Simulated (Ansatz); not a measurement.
**HfH+ (triplet): wave-function methods side by side, def2-QZVPP**

An exercise on one series of results from a longer session: the logs are not shown, and one member is left open.

Computed with Ansatz 0.2.0, Gaussian basis. Level: def2-QZVPP, core rule «outside noble gas», up to 4 orbitals frozen.

The runs, in order: UHF; ROHF; CCSD(T) on UHF.

## The geometry

The geometry is a PBE0/def2-TZVP stationary point (not a proven minimum) of the parent state, kept for this charge and spin. No spin-orbit coupling is included. Elements past krypton take def2 core potentials.

2 atoms, charge 1, spin multiplicity 3.

Atoms are counted from 1 here; the program's logs count them from 0.

Bond lengths: Hf1–H2 1.865 Å.

The first run:

Input file in.yaml:

```yaml
crystal:
  periodic: [false, false, false]
  atoms:
    - {symbol: Hf, position_ang: [0.000000, 0.000000, 0.000000]}
    - {symbol: H, position_ang: [0.000000, 0.000000, 1.864769]}
basis:
  gaussian: {orbitals: "def2-QZVPP.json"}
total_charge: 1
magnetization: {spin_polarized: true, initial_magnetization: 2}
hamiltonian: {xc: hf}
output: {orbitals: {seedname: orbitals}}
```

The run is started by

```console
ansatz run in.yaml --threads 1 --pin off --events-out ev --progress --plain --max-ram 4096MiB --backend cpu
```

Steps of the session up to this table: UHF; ROHF; CCSD(T) on UHF.

One of the session's tables, all rows but one given; the rest of the session is left out.

```
  method  from UCCSD(T) (kJ/mol)
    ROHF                  +157.8
     UHF                  +147.3
    UMP2                       ?
   UCCSD                    +3.1
UCCSD(T)                       0
```

**Question.** Estimate the row for UMP2.

The run gave: from UCCSD(T) (kJ/mol): +31.9. In the column «from UCCSD(T) (kJ/mol)» it lies between UCCSD (+3.1) and UHF (+147.3).
